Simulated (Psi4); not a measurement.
# UCAM-B3LYP/def2-TZVPP (core potential) run of InHCl (SMILES [Cl][InH])

Aim: the vertical ionisation energy of InHCl at UCAM-B3LYP/def2-TZVPP (core potential), from 2 runs. 

The calculation is run with Psi4 1.11.

2 further runs of the same task are left out: 2 set aside as unsound or not needed.

### Step 1. The molecule

InHCl: 3 atoms, total charge 0, spin state doublet. SMILES: `[Cl][InH]`. Geometry: relaxed at PBE0-D4/def2-TZVP.

Bond lengths: Cl1–In2 2.365 Å, In2–H3 1.773 Å. Angles: Cl1–In2–H3 115.3°.

### Step 2. Energy and gradient at UCAM-B3LYP/def2-TZVPP (core potential)

The input, input.dat:

```
memory 2200 mb

molecule geom {
  0 2
  Cl    -1.649800     0.396800    -0.867400
  In     0.409500     0.542400     0.286100
  H      1.229400    -1.003900     0.568100
  symmetry c1
  no_reorient
  no_com
}

set {
  reference            uks
  puream               true
  e_convergence        1e-09
  d_convergence        1e-08
  scf_type             pk
  dft_radial_points    99
  dft_spherical_points 590
  maxiter              100
}

result, w = gradient('cam-b3lyp/def2-TZVPP', return_wfn=True)
```

Command:

```console
$ psi4 input.dat output.dat -n 1
```

output.dat:

```text
[...]
    !!!  WARNING: ECP capability is in beta. Please check occupations closely.  !!!
[...]
  Running in c1 symmetry.
[...]
  Nuclear repulsion =   88.717601164286506
[...]
  Multiplicity = 2
[...]
  Nalpha       = 20
  Nbeta        = 19
[...]
    Number of basis functions: 106
[...]
   @UKS iter   1:  -650.84462815219695   -9.80689e-01   5.12839e-03 ADIIS/DIIS
[...]
   @UKS iter  14:  -650.95704997414646   -3.06954e-12   2.62833e-09 DIIS
[...]
   @S^2 Observed:                7.585665059E-01
[...]
    Orbital Energies [Eh]
    ---------------------
    Alpha Occupied:
       1A   -101.557878     2A     -9.491596     3A     -7.251488
       4A     -7.247235     5A     -7.246855     6A     -4.772212
       7A     -3.179744     8A     -3.173525     9A     -3.170477
      10A     -0.889905    11A     -0.861706    12A     -0.858858
      13A     -0.856499    14A     -0.854299    15A     -0.828470
      16A     -0.500176    17A     -0.401597    18A     -0.370396
      19A     -0.368331    20A     -0.276450
    Alpha Virtual:
      21A     -0.045825    22A      0.016856    23A      0.063264
      24A      0.093786    25A      0.098262    26A      0.123518
[...]
  @UKS Final Energy:  -650.95704997414646
   => Energetics <=
    Nuclear Repulsion Energy =             88.7176011642865063
    One-Electron Energy =               -1148.2939769471681757
    Two-Electron Energy =                 442.5487950269686621
    DFT Exchange-Correlation Energy =     -33.9294692182334430
    Empirical Dispersion Energy =           0.0000000000000000
    VV10 Nonlocal Energy =                  0.0000000000000000
    Total Energy =                       -650.9570499741464573
[...]
 Multipole Moments:
 ------------------------------------------------------------------------------------
     Multipole            Electronic (a.u.)      Nuclear  (a.u.)        Total (a.u.)
 ------------------------------------------------------------------------------------
 L = 1.  Multiply by 2.5417464519 to convert [e a0] to [Debye]
 Dipole X            :         35.3998553          -34.4264636            0.9733917
 Dipole Y            :        -32.1551933           32.3749770            0.2197837
 Dipole Z            :         16.0002241          -15.4383066            0.5619175
 Magnitude           :                                                    1.1452282
[...]
  -Total Gradient:
     Atom            X                  Y                   Z
    ------   -----------------  -----------------  -----------------
       1        0.000425733815     0.000022824098     0.000237665880
       2       -0.000843789089     0.000770743908    -0.000380885067
       3        0.000418644578    -0.000796439550     0.000143227388
[...]
```

It took 43 s on 1 thread of AMD EPYC 7R43 (Zen 3), shared host; peak memory 0.97 GiB.

### Step 3. The singlet cation: the energy at CAM-B3LYP/def2-TZVPP (core potential)

The input, clhin.xyz:

```xyz
3
ClHIn
Cl    -1.649800     0.396800    -0.867400
In     0.409500     0.542400     0.286100
H      1.229400    -1.003900     0.568100
```

The input, calc.py:

```python
import psi4

psi4.set_memory('2200 MB')
psi4.set_num_threads(1)
psi4.core.set_output_file('psi4.out', False)

with open('clhin.xyz') as f:
    atoms = ''.join(f.readlines()[2:])
geom = psi4.geometry('1 1\n' + atoms + 'symmetry c1\nno_reorient\nno_com')

options = {'basis': 'def2-TZVPP', 'puream': True, 'e_convergence': 1e-09, 'd_convergence': 1e-08, 'scf_type': 'pk', 'dft_radial_points': 99, 'dft_spherical_points': 590}
psi4.set_options(options)

result, w = psi4.energy('cam-b3lyp', return_wfn=True)
psi4.oeprop(w, 'DIPOLE', 'LOWDIN_CHARGES', 'MULLIKEN_CHARGES')
print(f'total energy {result:.8f} hartree = {result * 27.211386:.5f} eV')
for k, v in sorted(psi4.core.scalar_variables().items()):
    print(f'{k:45s} {v:18.10f}')
```

Command:

```console
$ python calc.py
```

psi4.out:

```text
[...]
    !!!  WARNING: ECP capability is in beta. Please check occupations closely.  !!!
[...]
  Running in c1 symmetry.
[...]
  Nuclear repulsion =   88.717601164286506
[...]
  Multiplicity = 1
[...]
  Nalpha       = 19
  Nbeta        = 19
[...]
    Number of basis functions: 106
[...]
   @RKS iter   1:  -650.55828108213393   -6.94342e-01   4.48495e-03 DIIS/ADIIS
[...]
   @RKS iter  13:  -650.64006085160270   -4.43379e-12   3.98228e-09 DIIS
[...]
    Orbital Energies [Eh]
    ---------------------
    Doubly Occupied:
       1A   -101.795910     2A     -9.726699     3A     -7.488330
       4A     -7.481250     5A     -7.481192     6A     -5.049002
       7A     -3.455447     8A     -3.453631     9A     -3.445383
      10A     -1.145006    11A     -1.136402    12A     -1.135163
      13A     -1.129983    14A     -1.128666    15A     -1.066256
      16A     -0.724599    17A     -0.613075    18A     -0.583893
      19A     -0.581725
[...]
  @RKS Final Energy:  -650.64006085160270
   => Energetics <=
    Nuclear Repulsion Energy =             88.7176011642865063
    One-Electron Energy =               -1138.4690856981455909
    Two-Electron Energy =                 432.8649606061584336
    DFT Exchange-Correlation Energy =     -33.7535369239019545
    Empirical Dispersion Energy =           0.0000000000000000
    VV10 Nonlocal Energy =                  0.0000000000000000
    Total Energy =                       -650.6400608516026978
[...]
 Multipole Moments:
 ------------------------------------------------------------------------------------
     Multipole            Electronic (a.u.)      Nuclear  (a.u.)        Total (a.u.)
 ------------------------------------------------------------------------------------
 L = 1.  Multiply by 2.5417464519 to convert [e a0] to [Debye]
 Dipole X            :         35.6844035          -34.4264636            1.2579399
 Dipole Y            :        -31.1082663           32.3749770            1.2667107
 Dipole Z            :         16.2730468          -15.4383066            0.8347402
 Magnitude           :                                                    1.9707257
[...]
  Mulliken Charges: (a.u.)
   Center  Symbol    Alpha    Beta     Spin     Total
       1    CL     8.55960  8.55960  0.00000 -0.11921
       2    IN    10.00060 10.00060  0.00000  0.99881
       3     H     0.43980  0.43980  0.00000  0.12040
   Total alpha = 19.00000, Total beta = 19.00000, Total charge =  1.00000
  Lowdin Charges: (a.u.)
   Center  Symbol    Alpha    Beta     Spin     Total
       1    CL     8.38351  8.38351  0.00000  0.23298
       2    IN    10.11111 10.11111  0.00000  0.77777
       3     H     0.50538  0.50538  0.00000 -0.01076
[...]
```

Standard output:

```text
total energy -650.64006085 hartree = -17704.81784 eV
CURRENT ENERGY                                   -650.6400608516
CURRENT REFERENCE ENERGY                         -650.6400608516
DD SOLVATION ENERGY                                 0.0000000000
DFT FUNCTIONAL TOTAL ENERGY                      -650.6400608516
DFT TOTAL ENERGY                                 -650.6400608516
DFT VV10 ENERGY                                     0.0000000000
DFT XC ENERGY                                     -33.7535369239
GRID ELECTRONS ALPHA                               18.9999999993
GRID ELECTRONS BETA                                18.9999999993
GRID ELECTRONS TOTAL                               37.9999999986
NUCLEAR REPULSION ENERGY                           88.7176011643
ONE-ELECTRON ENERGY                             -1138.4690856981
PCM POLARIZATION ENERGY                             0.0000000000
PE ENERGY                                           0.0000000000
SCF ITERATION ENERGY                             -650.6400608516
SCF ITERATIONS                                     13.0000000000
SCF TOTAL ENERGY                                 -650.6400608516
TWO-ELECTRON ENERGY                               432.8649606062
XC GRID RADIAL POINTS                              99.0000000000
XC GRID SPHERICAL POINTS                          590.0000000000
XC GRID TOTAL POINTS                           167966.0000000000
```

Wall time 18 s (1 thread of AMD EPYC 7R43 (Zen 3), shared host); peak memory 0.96 GiB.

### Step 4. Results

At UCAM-B3LYP/def2-TZVPP (core potential):

```
                                          quantity          value
                       doublet InHCl: total energy  -650.95705 Eh
                      doublet InHCl: dipole moment         2.91 D
 doublet InHCl: HOMO energy (highest over α and β)       -7.52 eV
  doublet InHCl: LUMO energy (lowest over α and β)       -2.61 eV
                               doublet InHCl: ⟨S²⟩          0.759
           doublet InHCl: largest force on an atom     0.062 eV/Å
                      singlet cation: total energy  -650.64006 Eh
                       singlet cation: HOMO energy      -15.83 eV
                       singlet cation: LUMO energy       -9.71 eV
                     singlet cation: HOMO–LUMO gap        6.12 eV
vertical ionisation energy (to the singlet cation)       8.626 eV
```

What this shows: The vertical ionisation energy comes to 8.63 eV (199 kcal/mol). Only the singlet of the ionised species was computed; a triplet could lie lower.
